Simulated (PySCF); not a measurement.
# Cl4Si: the cost of one run

Programs: PySCF 2.14.0, with density-fitted response routines of our own. Each step states its level of theory. These are calculated values for one molecule in the gas phase, unless marked as measured. Atoms count from 0, in the outputs and in this text.

### 1 The molecule as given

5 atoms, charge 0, multiplicity 1; geometry from: GFN2-xTB. The atoms were then displaced at random by about 0.03 Å, so the start is not that level's minimum.

Bonds of the start (Å): Cl0–Si1 2.00, Si1–Cl2 2.04, Si1–Cl3 2.01, Si1–Cl4 2.03.

### 2 Relaxing the molecule at PBE0-D3(BJ)/def2-SVP

Job settings and geometry (Å):

```
{"job": {"xc": "PBE0", "basis": "def2-SVP", "d3": "d3bj", "grid": 1, "shake": 0.03, "kind": "geom"}, "charge": 0, "multiplicity": 1}
Cl    -1.111070    -1.278010    -1.102710
Si    -0.013520    -0.012460    -0.013080
Cl    -0.844930     1.847540     0.009060
Cl     0.224740    -0.708230     1.861830
Cl     1.836880     0.046380    -0.851590
```

Command:

```console
$ OMP_NUM_THREADS=1 python probes_run.py task.json out
```

The driver reads the jobs from task.json and runs them one after another.

**Question.** How long does this first job take on 1 thread of Arm Neoverse V2, shared host, and how much memory does it need?

About 20 s, with a peak of 0.36 GiB.
